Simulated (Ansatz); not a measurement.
Crystal: HfMoC2.

```xyz
4
Lattice="3.1914 0.0000 0.0000 0.0000 3.1914 0.0000 0.0000 0.0000 4.4852" Properties=species:S:1:pos:R:3 pbc="T T T"
Hf    0.0000    0.0000    0.0000
Mo    1.5957    1.5957    2.2426
C     1.5957    1.5957    0.0000
C     0.0000    0.0000    2.2426
```

The cell comes from a database or a generator and needn't be the stable form of this composition.

- Program: Ansatz 0.2.0
- Task: relaxation of cell and atoms
- Functional: PBEsol
- Potentials or basis: Ansatz PAW
- Cutoff: 420 eV (not typed: the program's choice for these potentials)
- k mesh: 8 × 8 × 6
- Occupations: fermi-dirac, width 0.05 eV
- Spin: no spin polarisation

At the start: volume 11.42 Å³/atom.

Question: Where does the relaxation end?

Answer: It ends after 8 steps and the volume is 11.06 Å³/atom (-3.2 %); space group P4/mmm (No. 123, to 0.05 Å).

Step by step:
| step | energy change (eV) | largest force (eV/Å) | volume (Å³) |
| --- | --- | --- | --- |
| 1 | 0.0000 | 0.0000 | 45.68 |
| 2 | -0.0372 | 0.0000 | 43.53 |
| 3 | -0.0471 | 0.0000 | 44.27 |
| 4 | -0.0472 | 0.0000 | 44.25 |
| 5 | -0.0472 | 0.0000 | 44.25 |
| 6 | -0.0450 | 0.0000 | 44.25 |
| 7 | -0.0450 | 0.0000 | 44.24 |
| 8 | -0.0450 | 0.0000 | 44.24 |

Final structure:
```cif
data_structure
_symmetry_space_group_name_H-M 'P 1'
_symmetry_Int_Tables_number 1
_cell_length_a 3.1661
_cell_length_b 3.1661
_cell_length_c 4.4135
_cell_angle_alpha 90.000
_cell_angle_beta 90.000
_cell_angle_gamma 90.000
_cell_volume 44.24
loop_
_atom_site_label
_atom_site_type_symbol
_atom_site_fract_x
_atom_site_fract_y
_atom_site_fract_z
_atom_site_occupancy
Hf1 Hf 0.00000 0.00000 0.00000 1
Mo1 Mo 0.50000 0.50000 0.50000 1
C1 C 0.50000 0.50000 0.00000 1
C2 C 0.00000 0.00000 0.50000 1
```

Caveat: the plane-wave basis is chosen anew once the cell has moved, so the energies of steps on either side of that aren't comparable; the PAW data sets come from PBE, with cores solved anew for the run's functional, which leaves a small shift of forces and pressure.
